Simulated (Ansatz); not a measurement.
# InH3+ (doublet): the correlation ladder at a displaced geometry (v2), def2-SVP

How much of the correlation energy of InH3+ (doublet) does each wave-function method recover here?

Method: def2-SVP, core rule «outside noble gas», up to 9 orbitals frozen; program: Ansatz 0.2.0, Gaussian basis.

To be run: UHF; CCSD(T) on ROHF; CCSD(T) on UHF; BCCD(T) on ROHF; CISD; CCSDT(Q) on ROHF; CCSDT(Q) on UHF; Full CI.

18 further runs of the same task are left out: 6 for a known fault of the program, 4 that didn't finish, 8 set aside as unsound or not needed.

### 1 What is computed

The geometry is a PBE0/def2-TZVP stationary point (not a proven minimum) with its atoms shifted at random (size 0.100 Å). No spin-orbit coupling is included. Elements past krypton take def2 core potentials.

4 atoms, charge 1, spin multiplicity 2.

Atoms are counted from 1 here; the program's logs count them from 0.

Bond lengths: In1–H3 1.669 Å, In1–H4 1.693 Å. Angles: H3–In1–H4 170.6°.

### 2 UHF

in.yaml reads:

```yaml
crystal:
  periodic: [false, false, false]
  atoms:
    - {symbol: In, position_ang: [0.002209, -0.017977, 0.000240]}
    - {symbol: H, position_ang: [-0.162665, 2.342235, -0.057155]}
    - {symbol: H, position_ang: [-0.086045, -0.167527, -1.660129]}
    - {symbol: H, position_ang: [-0.002936, -0.126843, 1.689989]}
basis:
  gaussian: {orbitals: def2-SVP}
total_charge: 1
magnetization: {spin_polarized: true, initial_magnetization: 1}
hamiltonian: {xc: hf}
output: {orbitals: {seedname: orbitals}}
```

The run is started by

```
$ ansatz run in.yaml --threads 1 --pin off --events-out ev --progress --plain --max-ram 2393MiB
```

After this run come: CCSD(T) on ROHF; CCSD(T) on UHF; BCCD(T) on ROHF; CISD; CCSDT(Q) on ROHF; CCSDT(Q) on UHF; Full CI.

**Question.** What will the summary of the whole plan be? Wanted: FCI below the RHF energy; RMP2 from FCI; UMP2 from FCI; RCCSD from FCI; RCCSD(T) from FCI; UCCSD(T) from FCI; RCCSDT(Q) from FCI; UCCSDT(Q) from FCI; T1 diagnostic.

**Answer**, as computed:

| quantity | value |
| --- | --- |
| FCI below the RHF energy | -1.7701 eV |
| RMP2 from FCI | +475.3 meV |
| UMP2 from FCI | +472.0 meV |
| RCCSD from FCI | +28.1 meV |
| RCCSD(T) from FCI | +8.5 meV |
| UCCSD(T) from FCI | +7.8 meV |
| RCCSDT(Q) from FCI | -0.4 meV |
| UCCSDT(Q) from FCI | -1.1 meV |
| levels within 1 kcal/mol (43 meV) | RCCSD, UCCSD, RCCSD(T), UCCSD(T), BCCD(T), RCCSDT, UCCSDT, RCCSDT(Q), UCCSDT(Q) |
| T1 diagnostic | 0.016 |
| effectively unpaired electrons | 1.03 |

What this shows: RCCSD(T) misses by +8.5 meV, 0.5 % of the correlation energy. One determinant dominates. These misses are within one basis, not against nature; the frozen cores of restricted and unrestricted runs differ, which can shift their rows.
